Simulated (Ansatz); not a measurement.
# AlH5O2SeSi: a ladder of functionals and wavefunction methods

The task here is to estimate one member of a computed series from the others.

Program: Ansatz 0.2.0, Gaussian basis. Level of theory: functionals in def2-TZVPP, the program's frozen cores in correlated methods. These are calculated values, not measurements.

Plan: LDA (SPW92), PBE-D4, revPBE-D4, BLYP-D4, r2SCAN-D4, B97M-V, PBE0-D4, B3LYP-D4, r2SCANh-D4, r2SCAN0-D4, HSE06-D4, BHLYP-D4, CAM-B3LYP-D4, LC-ωPBE, ωB97X-V, ωB97M-V, B2PLYP, PBE-QIDH; CCSD(T)/def2-SVP; CCSD(T)/def2-TZVPP; MP2/def2-QZVPP; extrapolation to the limit; RPA on PBE.

**The geometry**

The geometry comes from an earlier relaxation with PBE0-D4 in a triple-zeta def2 set; it is a stationary point, not always the lowest conformer.

10 atoms, charge 0, spin multiplicity 1.

Atoms are counted from 1 here; the program's logs count them from 0.

Bond lengths: O1–Si2 1.643 Å, O1–H6 0.959 Å, Si2–O3 1.628 Å, Si2–Al4 2.411 Å, Si2–Se5 2.579 Å, O3–H7 0.961 Å, Al4–Se5 2.585 Å, Al4–H8 1.581 Å, Al4–H9 1.587 Å, Se5–H10 1.469 Å. Angles: Si2–O1–H6 117.2°, O1–Si2–O3 106.1°, O1–Si2–Al4 129.1°, O1–Si2–Se5 105.9°, O3–Si2–Al4 124.8°, O3–Si2–Se5 104.3°, Al4–Si2–Se5 62.3°, Si2–O3–H7 118.0°, Si2–Al4–Se5 62.1°, Si2–Al4–H8 116.8°, Si2–Al4–H9 113.7°, Se5–Al4–H8 109.5°, Se5–Al4–H9 108.3°, H8–Al4–H9 126.6°, Si2–Se5–Al4 55.6°, Si2–Se5–H10 91.9°, Al4–Se5–H10 91.6°.

As a file:

```xyz
10

O     0.7480    1.7240    0.7693
Si    0.6722    0.1072    0.4877
O     2.2131   -0.4024    0.3588
Al   -1.2673   -1.2963    0.2057
Se   -0.2840   -0.1520   -1.8940
H    -0.0620    2.1609    1.0400
H     2.8740    0.2280    0.0599
H    -1.0144   -2.8552    0.1239
H    -2.6340   -0.5780    0.5720
H    -1.1627    1.0126   -1.7202
```

The first run:

File in.yaml:

```yaml
crystal:
  periodic: [false, false, false]
  atoms:
    - {symbol: O, position_ang: [0.748050, 1.723980, 0.769307]}
    - {symbol: Si, position_ang: [0.672235, 0.107161, 0.487657]}
    - {symbol: O, position_ang: [2.213140, -0.402359, 0.358785]}
    - {symbol: Al, position_ang: [-1.267261, -1.296327, 0.205666]}
    - {symbol: Se, position_ang: [-0.284001, -0.152048, -1.893989]}
    - {symbol: H, position_ang: [-0.062027, 2.160880, 1.040023]}
    - {symbol: H, position_ang: [2.873999, 0.227986, 0.059925]}
    - {symbol: H, position_ang: [-1.014374, -2.855153, 0.123854]}
    - {symbol: H, position_ang: [-2.633957, -0.577997, 0.572014]}
    - {symbol: H, position_ang: [-1.162703, 1.012578, -1.720244]}
basis:
  gaussian: {orbitals: def2-TZVPP}
hamiltonian: {xc: lda}
output: {orbitals: {seedname: orbitals}}
```

Run with:

```sh
$ ansatz run in.yaml --threads 4 --pin off --events-out ev --progress --plain --max-ram 10444MiB
```

Steps of the session up to this table: LDA; PBE-D4 (GGA); revPBE-D4 (GGA); BLYP-D4 (GGA); r2SCAN-D4 (meta-GGA); B97M-V (meta-GGA); B3LYP-D4 (hybrid); r2SCANh-D4 (hybrid); r2SCAN0-D4 (hybrid); HSE06-D4 (hybrid); BHLYP-D4 (hybrid); CAM-B3LYP-D4 (range-separated); LC-ωPBE (range-separated); ωB97X-V (range-separated); ωB97M-V (range-separated); B2PLYP (double hybrid); PBE-QIDH (double hybrid).

One of the session's tables, all rows but one given; the rest of the session is left out.

It belongs to the step «Frontier levels by functional». 

```
  functional  HOMO (eV)  gap (eV)
 LDA (SPW92)      -5.85      4.29
      PBE-D4      -5.72      4.33
   revPBE-D4      -5.67      4.36
     BLYP-D4      -5.58      4.34
   r2SCAN-D4      -5.95      4.78
      B97M-V      -5.98      4.68
     PBE0-D4      -6.76      6.19
    B3LYP-D4      -6.57      5.83
  r2SCANh-D4      -6.33      5.46
  r2SCAN0-D4      -6.91      6.47
    HSE06-D4      -6.37      5.43
    BHLYP-D4      -7.67      8.00
CAM-B3LYP-D4      -7.95      8.42
     LC-ωPBE      -9.17     10.69
     ωB97X-V      -8.88     10.29
     ωB97M-V          ?         ?
```

Q: Estimate the row for ωB97M-V from the others.

**Answer.** HOMO (eV): -8.70; gap (eV): 9.86. In the column «HOMO (eV)» it lies between ωB97X-V (-8.88) and CAM-B3LYP-D4 (-7.95).
